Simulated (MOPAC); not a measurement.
# Si2H6S2 (SMILES [SiH3][SiH2]SS): levels of theory compared

Wanted: a comparison of 6 runs (AM1, MNDO, PM6, PM6-D3, PM6-DH2X, PM7) of Si2H6S2. 

The results are computed with MOPAC 23.2.5.

3 further runs of the same task are left out: 1 that didn't finish, 2 set aside as unsound or not needed.

### Step 1. The molecule

Si2H6S2 has 10 atoms, charge 0, and is taken as a singlet. As SMILES, `[SiH3][SiH2]SS`. The coordinates come from a GFN2-xTB relaxation. This is one conformer, not always the lowest.

Bond lengths: Si1–Si2 2.309 Å, Si2–S3 2.184 Å, S3–S4 2.053 Å, Si1–H5 1.463 Å, Si1–H6 1.463 Å, Si1–H7 1.464 Å, Si2–H8 1.463 Å, Si2–H9 1.466 Å, S4–H10 1.338 Å. Some angles: Si1–Si2–S3 106.7°, Si2–S3–S4 99.9°, Si1–Si2–H8 118.1°, Si1–Si2–H9 117.9°, S3–Si2–H8 103.4°, S3–Si2–H9 103.0°, Si2–Si1–H5 113.1°, Si2–Si1–H6 112.8°, Si2–Si1–H7 106.8°, S3–S4–H10 97.5°.

### Step 2. Energy and forces at AM1 (run 1)

Contents of calc.mop:

```
AM1 DISP GRADIENTS BONDS 1SCF AUX(PRECISION=6) THREADS=1
gradient of H6S2Si2

Si 0.236890 1 2.013290 1 0.290490 1
Si -0.565180 1 -0.130390 1 -0.012250 1
S 1.136650 1 -1.477400 1 0.227370 1
S 0.181470 1 -3.285700 1 0.052380 1
H 1.314450 1 2.358210 1 -0.637190 1
H 0.720070 1 2.250710 1 1.650750 1
H -0.882690 1 2.923780 1 0.042790 1
H -1.541220 1 -0.642520 1 0.950030 1
H -1.085720 1 -0.488880 1 -1.335460 1
H 0.485260 1 -3.521090 1 -1.228920 1
```

Started as:

```sh
mopac calc.mop
```

calc.out:

```text
MOPAC v23.2.5
AM1 CALCULATION RESULTS
[...]
           Empirical Formula: H6 Si2 S2  =    10 atoms
      MOLECULAR POINT GROUP   :   C1
[...]
     SCF FIELD WAS ACHIEVED
[...]
                              SUM =         24.41018 KCAL/MOL = FINAL HEAT OF FORMATION
          TOTAL ENERGY            =       -637.50327 EV
          ELECTRONIC ENERGY       =      -1941.82637 EV
          CORE-CORE REPULSION     =       1304.32310 EV
          COSMO AREA              =        162.20 SQUARE ANGSTROMS
          COSMO VOLUME            =        163.06 CUBIC ANGSTROMS
          GRADIENT NORM           =         53.54996          =       16.93398 PER ATOM
          IONIZATION POTENTIAL    =          9.386334 EV
          HOMO LUMO ENERGIES (EV) =         -9.386 -2.286
          NO. OF FILLED LEVELS    =         13
          MOLECULAR WEIGHT        =        126.3384         POINT GROUP:  C1
[...]
                             CARTESIAN COORDINATES
   1   Si        0.236890000     2.013290000     0.290490000
   2   Si       -0.565180000    -0.130390000    -0.012250000
   3    S        1.136650000    -1.477400000     0.227370000
   4    S        0.181470000    -3.285700000     0.052380000
   5    H        1.314450000     2.358210000    -0.637190000
   6    H        0.720070000     2.250710000     1.650750000
   7    H       -0.882690000     2.923780000     0.042790000
   8    H       -1.541220000    -0.642520000     0.950030000
   9    H       -1.085720000    -0.488880000    -1.335460000
  10    H        0.485260000    -3.521090000    -1.228920000
           Empirical Formula: H6 Si2 S2  =    10 atoms
[...]
              NET ATOMIC CHARGES AND DIPOLE CONTRIBUTIONS
  ATOM NO.   TYPE          CHARGE      No. of ELECS.   s-Pop       p-Pop
    1         Si           0.404982        3.5950     0.88318     2.71184
    2         Si           0.257951        3.7420     0.91077     2.83128
    3          S          -0.195666        6.1957     1.93135     4.26431
    4          S           0.003445        5.9966     1.90125     4.09531
    5          H          -0.106915        1.1069     1.10692
    6          H          -0.105158        1.1052     1.10516
    7          H          -0.112291        1.1123     1.11229
    8          H          -0.086750        1.0867     1.08675
    9          H          -0.099512        1.0995     1.09951
   10          H           0.039915        0.9601     0.96008
 DIPOLE           X         Y         Z       TOTAL
 POINT-CHG.    -0.613     0.990    -0.186     1.180
 HYBRID        -0.270    -0.120    -1.163     1.200
 SUM           -0.883     0.871    -1.349     1.832
[...]
 * JOB ENDED NORMALLY *
[...]
```

It took 0.04 s on 1 thread of Arm Neoverse N1, shared host.

### Step 3. Energy and forces at MNDO (run 2)

Contents of h6s2si2.mop:

```
MNDO 1SCF BONDS DISP GRADIENTS AUX(PRECISION=6) THREADS=1
H6S2Si2

Si 0.236890 1 2.013290 1 0.290490 1
Si -0.565180 1 -0.130390 1 -0.012250 1
S 1.136650 1 -1.477400 1 0.227370 1
S 0.181470 1 -3.285700 1 0.052380 1
H 1.314450 1 2.358210 1 -0.637190 1
H 0.720070 1 2.250710 1 1.650750 1
H -0.882690 1 2.923780 1 0.042790 1
H -1.541220 1 -0.642520 1 0.950030 1
H -1.085720 1 -0.488880 1 -1.335460 1
H 0.485260 1 -3.521090 1 -1.228920 1
```

Started as:

```sh
mopac h6s2si2.mop
```

h6s2si2.out:

```text
MOPAC v23.2.5
MNDO CALCULATION RESULTS
[...]
           Empirical Formula: H6 Si2 S2  =    10 atoms
      MOLECULAR POINT GROUP   :   C1
[...]
     SCF FIELD WAS ACHIEVED
[...]
                              SUM =         38.43471 KCAL/MOL = FINAL HEAT OF FORMATION
          TOTAL ENERGY            =       -716.18996 EV
          ELECTRONIC ENERGY       =      -2029.48385 EV
          CORE-CORE REPULSION     =       1313.29389 EV
          COSMO AREA              =        162.20 SQUARE ANGSTROMS
          COSMO VOLUME            =        163.06 CUBIC ANGSTROMS
          GRADIENT NORM           =        141.97671          =       44.89698 PER ATOM
          IONIZATION POTENTIAL    =          9.553919 EV
          HOMO LUMO ENERGIES (EV) =         -9.554 -0.426
          NO. OF FILLED LEVELS    =         13
          MOLECULAR WEIGHT        =        126.3384         POINT GROUP:  C1
[...]
                             CARTESIAN COORDINATES
   1   Si        0.236890000     2.013290000     0.290490000
   2   Si       -0.565180000    -0.130390000    -0.012250000
   3    S        1.136650000    -1.477400000     0.227370000
   4    S        0.181470000    -3.285700000     0.052380000
   5    H        1.314450000     2.358210000    -0.637190000
   6    H        0.720070000     2.250710000     1.650750000
   7    H       -0.882690000     2.923780000     0.042790000
   8    H       -1.541220000    -0.642520000     0.950030000
   9    H       -1.085720000    -0.488880000    -1.335460000
  10    H        0.485260000    -3.521090000    -1.228920000
           Empirical Formula: H6 Si2 S2  =    10 atoms
[...]
              NET ATOMIC CHARGES AND DIPOLE CONTRIBUTIONS
  ATOM NO.   TYPE          CHARGE      No. of ELECS.   s-Pop       p-Pop
    1         Si           1.147303        2.8527     1.11764     1.73506
    2         Si           0.707553        3.2924     1.18380     2.10864
    3          S          -0.370146        6.3701     1.89883     4.47132
    4          S           0.039748        5.9603     1.87664     4.08361
    5          H          -0.320320        1.3203     1.32032
    6          H          -0.319778        1.3198     1.31978
    7          H          -0.339077        1.3391     1.33908
    8          H          -0.255715        1.2557     1.25571
    9          H          -0.266734        1.2667     1.26673
   10          H          -0.022834        1.0228     1.02283
 DIPOLE           X         Y         Z       TOTAL
 POINT-CHG.    -1.062     2.606     0.219     2.822
 HYBRID        -0.510    -0.385    -1.390     1.530
 SUM           -1.572     2.221    -1.171     2.962
[...]
 * JOB ENDED NORMALLY *
[...]
```

Wall time 0.04 s (1 thread of Arm Neoverse N1, shared host).

Run 3 isn't shown in full; the table further down has it.

### Step 4. Energy and one-electron properties at PM6-D3 (COSMO dichloromethane) (run 4)

Contents of mol.xyz:

```xyz
10
H6S2Si2 properties
Si     0.236890     2.013290     0.290490
Si    -0.565180    -0.130390    -0.012250
S      1.136650    -1.477400     0.227370
S      0.181470    -3.285700     0.052380
H      1.314450     2.358210    -0.637190
H      0.720070     2.250710     1.650750
H     -0.882690     2.923780     0.042790
H     -1.541220    -0.642520     0.950030
H     -1.085720    -0.488880    -1.335460
H      0.485260    -3.521090    -1.228920
```

Contents of calc.mop:

```
DISP 1SCF CHARGE=0 PRTINT EPS=8.93 PM6-D3 AUX(PRECISION=9) THREADS=1
H6S2Si2 properties

Si   0.000000  1    0.000000  1    0.000000  1     0   0   0
Si   2.308751  1    0.000000  1    0.000000  1     1   0   0
S    2.183593  1  106.715870  1    0.000000  1     2   1   0
S    2.052545  1   99.870676  1  176.260286  1     3   2   1
H    1.463112  1  113.054488  1   57.643843  1     1   2   3
H    1.462921  1  112.790059  1  294.827503  1     1   2   3
H    1.464174  1  106.831549  1  176.324991  1     1   2   3
H    1.463186  1  118.066048  1  115.748168  1     2   1   3
H    1.466411  1  117.945449  1  244.843028  1     2   1   3
H    1.337694  1   97.527646  1   99.308194  1     4   3   2
```

Started as:

```sh
obabel mol.xyz -omopin -xk "DISP 1SCF CHARGE=0 PRTINT EPS=8.93 PM6-D3 AUX(PRECISION=9) THREADS=1" -O calc.mop
mopac calc.mop
```

calc.out:

```text
MOPAC v23.2.5
PM6-D3 CALCULATION RESULTS
[...]
           Empirical Formula: H6 Si2 S2  =    10 atoms
      MOLECULAR POINT GROUP   :   C1
[...]
     SCF FIELD WAS ACHIEVED
[...]
                              SUM =         -4.03782 KCAL/MOL = FINAL HEAT OF FORMATION
          VAN DER WAALS AREA      =        162.20 SQUARE ANGSTROMS
          TOTAL ENERGY            =       -576.61350 EV
          ELECTRONIC ENERGY       =       -554.16723 EV
          CORE-CORE REPULSION     =        -22.44627 EV
          DIELECTRIC ENERGY       =         -0.46441 EV
          COSMO AREA              =        162.20 SQUARE ANGSTROMS
          COSMO VOLUME            =        162.30 CUBIC ANGSTROMS
          IONIZATION POTENTIAL    =          8.917083 EV
          HOMO LUMO ENERGIES (EV) =         -8.917 -1.767
          NO. OF FILLED LEVELS    =         13
[...]
                             CARTESIAN COORDINATES
   1   Si        0.000000000     0.000000000     0.000000000
   2   Si        2.308751000     0.000000000     0.000000000
   3    S        2.936808706     2.091320613     0.000000000
   4    S        4.970598825     1.847922076     0.131893442
   5    H       -0.572963946     0.720490793    -1.137234391
   6    H       -0.566670692     0.566307400     1.224058049
   7    H       -0.423964592    -1.398567240    -0.089828732
   8    H        2.997164025    -0.560885447     1.162930907
   9    H        2.995956214    -0.550682154    -1.172543978
  10    H        5.251634102     2.015538614    -1.165160569
[...]
              NET ATOMIC CHARGES AND DIPOLE CONTRIBUTIONS
  ATOM NO.   TYPE          CHARGE      No. of ELECS.   s-Pop       p-Pop       d-Pop
    1         Si           0.168186        3.8318     1.22595     2.17453     0.43134
    2         Si           0.356476        3.6435     1.25634     1.92509     0.46209
    3          S          -0.528234        6.5282     1.93064     4.49005     0.10754
    4          S          -0.211657        6.2117     1.92789     4.13286     0.15091
    5          H          -0.027028        1.0270     1.02703
    6          H          -0.030343        1.0303     1.03034
    7          H          -0.003676        1.0037     1.00368
    8          H          -0.001714        1.0017     1.00171
    9          H           0.012536        0.9875     0.98746
   10          H           0.265454        0.7345     0.73455
 DIPOLE           X         Y         Z       TOTAL
 POINT-CHG.    -1.535    -4.795    -1.729     5.323
 HYBRID         0.181     1.678     0.516     1.765
 SUM           -1.354    -3.116    -1.213     3.608
[...]
 * JOB ENDED NORMALLY *
[...]
```

Wall time 0.06 s (1 thread of Arm Neoverse N1, shared host).

Atomic charges (e):

```csv
atom,program's own
Si1,+0.168
Si2,+0.356
S3,-0.528
S4,-0.212
H5,-0.027
H6,-0.030
H7,-0.004
H8,-0.002
H9,+0.013
H10,+0.265
```

Run 5 isn't shown in full; the table further down has it.

### Step 5. Energy and forces at PM7 (run 6)

Contents of job.mop:

```
PM7 1SCF DISP GRADIENTS BONDS AUX(PRECISION=9) THREADS=1
H6S2Si2, PM7

Si 0.236890 1 2.013290 1 0.290490 1
Si -0.565180 1 -0.130390 1 -0.012250 1
S 1.136650 1 -1.477400 1 0.227370 1
S 0.181470 1 -3.285700 1 0.052380 1
H 1.314450 1 2.358210 1 -0.637190 1
H 0.720070 1 2.250710 1 1.650750 1
H -0.882690 1 2.923780 1 0.042790 1
H -1.541220 1 -0.642520 1 0.950030 1
H -1.085720 1 -0.488880 1 -1.335460 1
H 0.485260 1 -3.521090 1 -1.228920 1
```

Started as:

```sh
mopac job.mop
```

job.out:

```text
MOPAC v23.2.5
PM7 CALCULATION RESULTS
[...]
           Empirical Formula: H6 Si2 S2  =    10 atoms
      MOLECULAR POINT GROUP   :   C1
[...]
     SCF FIELD WAS ACHIEVED
[...]
                              SUM =          8.73508 KCAL/MOL = FINAL HEAT OF FORMATION
          TOTAL ENERGY            =       -637.04595 EV
          ELECTRONIC ENERGY       =      -1911.68977 EV
          CORE-CORE REPULSION     =       1274.64381 EV
          COSMO AREA              =        162.20 SQUARE ANGSTROMS
          COSMO VOLUME            =        163.06 CUBIC ANGSTROMS
          GRADIENT NORM           =         45.27344          =       14.31672 PER ATOM
          IONIZATION POTENTIAL    =          9.079130 EV
          HOMO LUMO ENERGIES (EV) =         -9.079 -1.386
          NO. OF FILLED LEVELS    =         13
          MOLECULAR WEIGHT        =        126.3384         POINT GROUP:  C1
[...]
                             CARTESIAN COORDINATES
   1   Si        0.236890000     2.013290000     0.290490000
   2   Si       -0.565180000    -0.130390000    -0.012250000
   3    S        1.136650000    -1.477400000     0.227370000
   4    S        0.181470000    -3.285700000     0.052380000
   5    H        1.314450000     2.358210000    -0.637190000
   6    H        0.720070000     2.250710000     1.650750000
   7    H       -0.882690000     2.923780000     0.042790000
   8    H       -1.541220000    -0.642520000     0.950030000
   9    H       -1.085720000    -0.488880000    -1.335460000
  10    H        0.485260000    -3.521090000    -1.228920000
           Empirical Formula: H6 Si2 S2  =    10 atoms
[...]
              NET ATOMIC CHARGES AND DIPOLE CONTRIBUTIONS
  ATOM NO.   TYPE          CHARGE      No. of ELECS.   s-Pop       p-Pop       d-Pop
    1         Si          -0.021039        4.0210     0.91937     3.00849     0.09318
    2         Si           0.013059        3.9869     0.90982     2.95733     0.11979
    3          S          -0.233681        6.2337     1.90701     4.22248     0.10419
    4          S          -0.130441        6.1304     1.89714     4.08908     0.14422
    5          H           0.033593        0.9664     0.96641
    6          H           0.035187        0.9648     0.96481
    7          H           0.030797        0.9692     0.96920
    8          H           0.058833        0.9412     0.94117
    9          H           0.051831        0.9482     0.94817
   10          H           0.161860        0.8381     0.83814
 DIPOLE           X         Y         Z       TOTAL
 POINT-CHG.    -1.574     1.658    -1.155     2.561
 HYBRID         0.536    -0.355    -0.202     0.674
 SUM           -1.039     1.303    -1.357     2.149
[...]
 * JOB ENDED NORMALLY *
[...]
```

Run time: 0.06 s. Hardware: 1 thread of Arm Neoverse N1, shared host.

### Step 6. Overview of the runs

```
run                             level        task     keywords       partner  heat of formation (kcal/mol)  dipole moment (D)  HOMO energy (eV)  LUMO energy (eV)  wall time
  1                               AM1    gradient   BONDS DISP          base                         24.41               1.83             -9.39             -2.29     0.04 s
  2                              MNDO    gradient   BONDS DISP          base                         38.43               2.96             -9.55             -0.43     0.04 s
  3                               PM6    gradient   BONDS DISP          base                          6.83               2.67             -8.71             -1.58     0.06 s
  4    PM6-D3 (COSMO dichloromethane)  properties  DISP PRTINT          base                         -4.04               3.61             -8.92             -1.77     0.06 s
  5  PM6-DH2X (COSMO dichloromethane)  properties  DISP PRTINT  other method                         -2.01               3.61             -8.92             -1.77     0.06 s
  6                               PM7    gradient   BONDS DISP          base                          8.74               2.15             -9.08             -1.39     0.06 s
```

### Step 7. Results

```
                                        quantity         value
                             run 6: total energy  -23.41101 Eh
                            run 6: dipole moment        2.15 D
                              run 6: HOMO energy      -9.08 eV
                              run 6: LUMO energy      -1.39 eV
                            run 6: HOMO–LUMO gap       7.69 eV
                        run 6: dispersion energy  -1.40 kJ/mol
run 6: heat of formation at this unrelaxed shape  8.7 kcal/mol
                 run 6: largest force on an atom    1.145 eV/Å
```

In words: The dipole moment (its size) runs from 1.83 D (AM1) to 3.61 D (PM6-D3). The two ends differ in method and solvent. The HOMO–LUMO gap runs from 7.10 eV (AM1) to 9.13 eV (MNDO). Force-field and semi-empirical energies have zeros of their own, so their totals don't compare. All runs together took 0.32 s, the longest 0.06 s.
